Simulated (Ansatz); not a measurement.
I need a phonon calculation by linear response of YI, space group P-3m1. Use Ansatz 0.2.0 through its Python package. Settings: LDA, PAW, cutoff 558 eV, 10×10×4 k-points, cold smearing of 0.1 eV.

`POSCAR`
```text
YI
1.0
   3.95597358    0.00000000    0.00000000
  -1.97798679    3.42597361    0.00000000
   0.00000000    0.00000000   11.07947600
Y I
2 2
Direct
   0.66666667    0.33333333    0.62672700
   0.33333333    0.66666667    0.37327300
   0.33333333    0.66666667    0.81997500
   0.66666667    0.33333333    0.18002500
```

`yi.py`
```python
"""Zone-centre and zone-boundary phonons of YI by linear response."""

from pathlib import Path
import warnings

import ansatz
from ase.io import read
import numpy as np

warnings.simplefilter("ignore", ansatz.DeckWarning)

atoms = read("POSCAR", format="vasp")
yi = ansatz.Crystal.from_ase(atoms)

model = (
    yi.calculation()
    .functional("lda")
    .basis(41 * ansatz.Ry)
    .occupations("cold")  # smearing steadies the SCF of a metal
    .kpoints(10, 10, 4)
    .phonons("dfpt", points=[(0, 0, 0), (0.5, 0.5, 0.5)])
)
out = model.run(threads=1, pin="off", runs_dir="runs")
ph = out.phonons

for q in ph.qpoints:
    thz = np.asarray(q.omega_inv_cm) / 33.35641
    print("q = ({:.2f}, {:.2f}, {:.2f})".format(*q.q_frac), np.round(thz, 2) + 0.0, "THz")
```

Running `python yi.py` prints:
```text
RunWarning: eigensolver did not converge (k=3): 1 band(s) unlocked after 2 eigensolves, warm-restarted (20 sweeps on the last) at ethr=1.00e-12 eV (lowest unlocked band 33, counted from 0; max [...]
q = (0.00, 0.00, 0.00) [0.   0.   0.   0.79 0.79 2.03 2.68 2.68 3.09 3.09 4.57 5.58] THz
q = (0.50, 0.50, 0.50) [0.51 1.12 1.76 2.01 2.07 2.48 2.95 3.22 3.35 3.49 3.76 3.98] THz
```
(Warnings from the package without file and line, shortened.)

The run is spin-unpolarised. The cell isn't relaxed first, so the values belong to this volume. This cell is a computed structure, which may not be the phase found in nature. The structure is taken as given; imaginary modes can come from an unrelaxed or unstable start. Phonons of metals also depend on mesh and smearing. The script silences the warnings on its input, which a real study should read. Hardware and time: 28 min on 1 thread of Arm Neoverse V2 (shared host), peak memory 2.6 GiB.
